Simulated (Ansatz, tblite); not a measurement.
# C28H30Si2: a ladder of methods and basis sets

How do method and basis change the picture of C28H30Si2 (singlet)?

The runs use Ansatz 0.2.0, Gaussian basis; as each input shows.

The runs, in order: GFN1-xTB, GFN2-xTB, PBE-D4/def2-TZVP, r2SCAN-D4/def2-TZVP, LDA/def2-TZVP, B97M-V/def2-TZVP, r2SCANh-D4/def2-TZVP, PBE-D4/def2-SVP, PBE0-D4/def2-SVP, HF/6-31G, B3LYP-D4/6-31G, MP2/def2-SVP, RPA/def2-SVP.

### 1 The relaxed structure

The geometry is that of the singlet, from an earlier relaxation (PBE-D4/def2-SVP).

SMILES `C[Si](C)(C)C#Cc1ccc(-c2ccc(-c3ccc(C#C[Si](C)(C)C)cc3)cc2)cc1`, 60 atoms, charge 0, spin multiplicity 1.

Bond lengths: C1–Si2 1.891 Å, C1–H31 1.110 Å, C1–H32 1.109 Å, C1–H33 1.109 Å, Si2–C3 1.891 Å, Si2–C4 1.891 Å, Si2–C5 1.848 Å, C3–H34 1.110 Å, C3–H35 1.109 Å, C3–H36 1.109 Å, C4–H37 1.109 Å, C4–H38 1.110 Å, C4–H39 1.109 Å, C5–C6 1.236 Å, C6–C7 1.425 Å, C7–C8 1.419 Å, C7–C30 1.419 Å, C8–C9 1.396 Å and more. Angles: Si2–C1–H31 110.6°, Si2–C1–H32 111.0°, Si2–C1–H33 111.0°, H31–C1–H32 108.1°, H31–C1–H33 108.1°, H32–C1–H33 108.0°, C1–Si2–C3 110.5°, C1–Si2–C4 110.4°, C1–Si2–C5 108.5°, C3–Si2–C4 110.3°, C3–Si2–C5 108.6°, C4–Si2–C5 108.6°, Si2–C3–H34 110.5°, Si2–C3–H35 111.0°, Si2–C3–H36 111.0°, H34–C3–H35 108.1°, H34–C3–H36 108.1°, H35–C3–H36 107.9° and more.

PBE0-D4/def2-TZVP was run before; its log isn't repeated, and its numbers join the tables.

### 2 GFN1-xTB

Tight binding, by tblite at 300 K electronic temperature and without a spin-polarisation term:

```python
tblite.interface.Calculator('GFN1-xTB', numbers, positions, charge=0, uhf=0).singlepoint()
```

Energy -2148.6073 eV, HOMO -11.02 eV, LUMO -8.43 eV; 0.18 s.

### 3 GFN2-xTB

Tight binding, by tblite at 300 K electronic temperature and without a spin-polarisation term:

```python
tblite.interface.Calculator('GFN2-xTB', numbers, positions, charge=0, uhf=0).singlepoint()
```

Energy -2136.9559 eV, HOMO -9.97 eV, LUMO -7.34 eV; 0.16 s.

### 4 PBE-D4/def2-TZVP

start.molden holds the orbitals of an earlier run on this state, given as this run's starting guess.

Contents of in.yaml:

```yaml
crystal:
  periodic: [false, false, false]
  atoms:
    - {symbol: C, position_ang: [-10.747364, 2.320080, -0.817891]}
    - {symbol: Si, position_ang: [-10.259788, 0.602474, -0.195412]}
    - {symbol: C, position_ang: [-10.912298, 0.325149, 1.557953]}
    - {symbol: C, position_ang: [-10.919815, -0.733568, -1.360118]}
    - {symbol: C, position_ang: [-8.415495, 0.493815, -0.160388]}
    - {symbol: C, position_ang: [-7.181469, 0.420611, -0.137317]}
    - {symbol: C, position_ang: [-5.759378, 0.337039, -0.110307]}
    - {symbol: C, position_ang: [-4.957004, 1.410955, -0.574674]}
    - {symbol: C, position_ang: [-3.564384, 1.324420, -0.544796]}
    - {symbol: C, position_ang: [-2.907589, 0.170127, -0.054785]}
    - {symbol: C, position_ang: [-1.430158, 0.083477, -0.026445]}
    - {symbol: C, position_ang: [-0.631380, 1.229482, 0.192955]}
    - {symbol: C, position_ang: [0.762927, 1.147249, 0.222195]}
    - {symbol: C, position_ang: [1.430139, -0.084292, 0.028150]}
    - {symbol: C, position_ang: [2.907576, -0.170957, 0.056218]}
    - {symbol: C, position_ang: [3.602232, -1.101271, -0.753594]}
    - {symbol: C, position_ang: [4.995091, -1.186484, -0.731798]}
    - {symbol: C, position_ang: [5.759381, -0.338138, 0.110103]}
    - {symbol: C, position_ang: [7.181505, -0.421343, 0.136978]}
    - {symbol: C, position_ang: [8.415596, -0.492794, 0.161469]}
    - {symbol: Si, position_ang: [10.259927, -0.600625, 0.194387]}
    - {symbol: C, position_ang: [10.764032, -1.930762, 1.441069]}
    - {symbol: C, position_ang: [10.950568, 1.081909, 0.711971]}
    - {symbol: C, position_ang: [10.864922, -1.059839, -1.537425]}
    - {symbol: C, position_ang: [5.068227, 0.595572, 0.924483]}
    - {symbol: C, position_ang: [3.675120, 0.673616, 0.893715]}
    - {symbol: C, position_ang: [0.631432, -1.229907, -0.193528]}
    - {symbol: C, position_ang: [-0.763020, -1.148552, -0.217638]}
    - {symbol: C, position_ang: [-3.712997, -0.898368, 0.407192]}
    - {symbol: C, position_ang: [-5.106309, -0.821505, 0.383620]}
    - {symbol: H, position_ang: [-11.851925, 2.422684, -0.853226]}
    - {symbol: H, position_ang: [-10.348810, 3.111956, -0.151940]}
    - {symbol: H, position_ang: [-10.351859, 2.499974, -1.838009]}
    - {symbol: H, position_ang: [-12.020681, 0.381906, 1.573757]}
    - {symbol: H, position_ang: [-10.612697, -0.671509, 1.940443]}
    - {symbol: H, position_ang: [-10.517344, 1.091462, 2.255112]}
    - {symbol: H, position_ang: [-10.620993, -1.744153, -1.015456]}
    - {symbol: H, position_ang: [-12.028312, -0.697672, -1.404276]}
    - {symbol: H, position_ang: [-10.528591, -0.593661, -2.388035]}
    - {symbol: H, position_ang: [-5.447801, 2.312691, -0.969148]}
    - {symbol: H, position_ang: [-2.967132, 2.161458, -0.936645]}
    - {symbol: H, position_ang: [-1.115608, 2.202563, 0.363781]}
    - {symbol: H, position_ang: [1.351696, 2.063289, 0.379541]}
    - {symbol: H, position_ang: [3.036257, -1.753257, -1.435870]}
    - {symbol: H, position_ang: [5.516128, -1.908975, -1.376876]}
    - {symbol: H, position_ang: [11.869317, -2.022327, 1.485792]}
    - {symbol: H, position_ang: [10.396805, -1.682630, 2.457359]}
    - {symbol: H, position_ang: [10.347005, -2.918596, 1.158984]}
    - {symbol: H, position_ang: [12.059675, 1.054502, 0.743641]}
    - {symbol: H, position_ang: [10.584266, 1.369073, 1.718350]}
    - {symbol: H, position_ang: [10.645341, 1.873620, -0.001729]}
    - {symbol: H, position_ang: [11.972081, -1.135721, -1.555611]}
    - {symbol: H, position_ang: [10.559124, -0.296225, -2.280848]}
    - {symbol: H, position_ang: [10.447437, -2.035667, -1.858206]}
    - {symbol: H, position_ang: [5.645506, 1.253704, 1.590248]}
    - {symbol: H, position_ang: [3.163898, 1.388993, 1.555360]}
    - {symbol: H, position_ang: [1.114662, -2.208842, -0.330372]}
    - {symbol: H, position_ang: [-1.350777, -2.058724, -0.409126]}
    - {symbol: H, position_ang: [-3.233074, -1.798725, 0.819447]}
    - {symbol: H, position_ang: [-5.713817, -1.658731, 0.757206]}
basis:
  gaussian: {orbitals: def2-TZVP, fitting: {mean_field: def2-universal-jkfit}, initial_orbitals: start.molden}
hamiltonian: {xc: pbe, dispersion: d4}
scf: {omitted_lower_state_checks: [starts]}
output: {forces: true, orbitals: {seedname: orbitals}}
```

Launch:

```sh
ansatz run in.yaml --threads 2 --pin off --events-out ev --progress --plain --max-ram 32768MiB --backend cuda --devices 0, --max-vram 18GiB
```

The runs that follow: r2SCAN-D4/def2-TZVP; LDA/def2-TZVP; B97M-V/def2-TZVP; r2SCANh-D4/def2-TZVP; PBE-D4/def2-SVP; PBE0-D4/def2-SVP; HF/6-31G; B3LYP-D4/6-31G; MP2/def2-SVP; RPA/def2-SVP.

**Question.** What will the summary of the whole plan be? Wanted: gap in def2-TZVP, named functionals, smallest and largest; correlation energy, MP2/def2-SVP; binding an atom, functionals in def2-TZVP; PBE0 total energy, smallest basis above largest.

As calculated:

| quantity | value |
| --- | --- |
| gap in def2-TZVP, named functionals, smallest and largest | 2.63 eV (LDA), 4.15 eV (PBE0-D4) |
| correlation energy, MP2/def2-SVP | -105.89 eV |
| binding an atom, functionals in def2-TZVP | 4.86 (r2SCANh-D4) to 5.57 eV (LDA) |
| PBE0 total energy, smallest basis above largest | 36.32 eV (def2-SVP, def2-TZVP) |

Over the named functionals in def2-TZVP the gap runs from 2.63 eV (LDA) to 4.15 eV (PBE0-D4); exact exchange widens it.
